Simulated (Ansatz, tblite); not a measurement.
**MoO2F2: rung by rung**

Aim: run the singlet of MoO2F2 at one geometry on many levels, and compare frontier levels, spin and run time.

Method: as each input shows; program: Ansatz 0.2.0, Gaussian basis.

The runs, in order: GFN1-xTB, GFN2-xTB, PBE-D4/def2-TZVP, r2SCAN-D4/def2-TZVP, BHLYP-D4/def2-TZVP, r2SCAN0-D4/def2-TZVP, r2SCANh-D4/def2-TZVP, LDA/def2-TZVP, ωB97X-V/def2-TZVP, LC-ωPBE/def2-TZVP, B97M-V/def2-TZVP, LC-ωPBE(0.10)/def2-TZVP, LC-ωPBE(0.15)/def2-TZVP, LC-ωPBE(0.20)/def2-TZVP, LC-ωPBE(0.30)/def2-TZVP, PBE-D4/def2-SVP, PBE0-D4/def2-SVP, PBE0-D4/def2-TZVPD, PBE-D4/def2-TZVPD, r2SCAN-D4/def2-TZVPD, CCSD(T)/def2-TZVPP, MP2/def2-TZVP, RPA/def2-TZVP.

1 further run of the same task is left out (set aside as unsound or not needed).

**1. The relaxed structure**

The singlet was relaxed beforehand with PBE-D4/def2-SVP.

5 atoms, charge 0, spin multiplicity 1.

Bond lengths: Mo1–O2 1.687 Å, Mo1–O3 1.687 Å, Mo1–F4 1.852 Å, Mo1–F5 1.852 Å. Angles: O2–Mo1–O3 106.3°, O2–Mo1–F4 109.5°, O2–Mo1–F5 109.5°, O3–Mo1–F4 109.5°, O3–Mo1–F5 109.5°, F4–Mo1–F5 112.5°.

Formally the metal is d0. Mo takes a core potential in the def2 sets. No spin-orbit coupling is included.

PBE0-D4/def2-TZVP was run before; its log isn't repeated, and its numbers join the tables.

**2. GFN1-xTB**

Tight binding, by tblite at 300 K electronic temperature and without a spin-polarisation term:

```python
tblite.interface.Calculator('GFN1-xTB', numbers, positions, charge=0, uhf=0).singlepoint()
```

Energy -596.4809 eV, HOMO -14.14 eV, LUMO -9.22 eV; 0.003 s.

**3. GFN2-xTB**

Tight binding, by tblite at 300 K electronic temperature and without a spin-polarisation term:

```python
tblite.interface.Calculator('GFN2-xTB', numbers, positions, charge=0, uhf=0).singlepoint()
```

Energy -538.0276 eV, HOMO -13.62 eV, LUMO -10.14 eV; 0.003 s.

**4. PBE-D4/def2-TZVP**

start.molden holds the orbitals of an earlier run on this state, given as this run's starting guess.

The input, in.yaml:

```yaml
crystal:
  periodic: [false, false, false]
  atoms:
    - {symbol: Mo, position_ang: [0.005932, -0.000025, 0.004142]}
    - {symbol: O, position_ang: [0.061954, -0.016322, 1.689921]}
    - {symbol: O, position_ang: [1.607963, 0.008843, -0.523748]}
    - {symbol: F, position_ang: [-0.841498, 1.543015, -0.570154]}
    - {symbol: F, position_ang: [-0.834341, -1.535501, -0.600161]}
basis:
  gaussian: {orbitals: def2-TZVP, initial_orbitals: start.molden}
hamiltonian: {xc: pbe, dispersion: d4}
scf: {omitted_lower_state_checks: [starts]}
output: {orbitals: {seedname: orbitals}}
```

Run with:

```bash
$ ansatz run in.yaml --threads 4 --pin off --events-out ev --progress --plain --max-ram 3916MiB
```

The runs that follow: r2SCAN-D4/def2-TZVP; BHLYP-D4/def2-TZVP; r2SCAN0-D4/def2-TZVP; r2SCANh-D4/def2-TZVP; LDA/def2-TZVP; ωB97X-V/def2-TZVP; LC-ωPBE/def2-TZVP; B97M-V/def2-TZVP; LC-ωPBE(0.10)/def2-TZVP; LC-ωPBE(0.15)/def2-TZVP; LC-ωPBE(0.20)/def2-TZVP; LC-ωPBE(0.30)/def2-TZVP; PBE-D4/def2-SVP; PBE0-D4/def2-SVP; PBE0-D4/def2-TZVPD; PBE-D4/def2-TZVPD; r2SCAN-D4/def2-TZVPD; CCSD(T)/def2-TZVPP; MP2/def2-TZVP; RPA/def2-TZVP.

Q: Predict the results of all the runs planned. Wanted: gap in def2-TZVP, named functionals, smallest and largest; gap over the ω; correlation energy, CCSD(T)/def2-TZVPP; correlation energy, MP2/def2-TZVP; binding an atom, CCSD(T)/def2-TZVPP; PBE0 total energy, smallest basis above largest.

The runs gave:

| quantity | value |
| --- | --- |
| gap in def2-TZVP, named functionals, smallest and largest | 4.17 eV (LDA), 11.63 eV (LC-ωPBE) |
| gap over the ω (1/bohr) | 7.10 eV at 0.1, 11.63 eV at 0.4 |
| correlation energy, CCSD(T)/def2-TZVPP | -43.30 eV |
| correlation energy, MP2/def2-TZVP | -41.88 eV |
| binding an atom, CCSD(T)/def2-TZVPP | 4.597 eV |
| PBE0 total energy, smallest basis above largest | 12.43 eV (def2-SVP, def2-TZVPD) |

In words: Over the named functionals in def2-TZVP the gap runs from 4.17 eV (LDA) to 11.63 eV (LC-ωPBE); exact exchange widens it. Raising the ω (1/bohr) from 0.1 to 0.4 moves the HOMO by -2.94 eV and the LUMO by +1.59 eV. The functionals in def2-TZVP miss CCSD(T)/def2-TZVPP by -0.579 (BHLYP-D4) to +1.355 eV (LDA) an atom. The reference is CCSD(T) in one finite basis, so it carries an error of its own, often a tenth of an eV or more, and near misses can't be ranked.
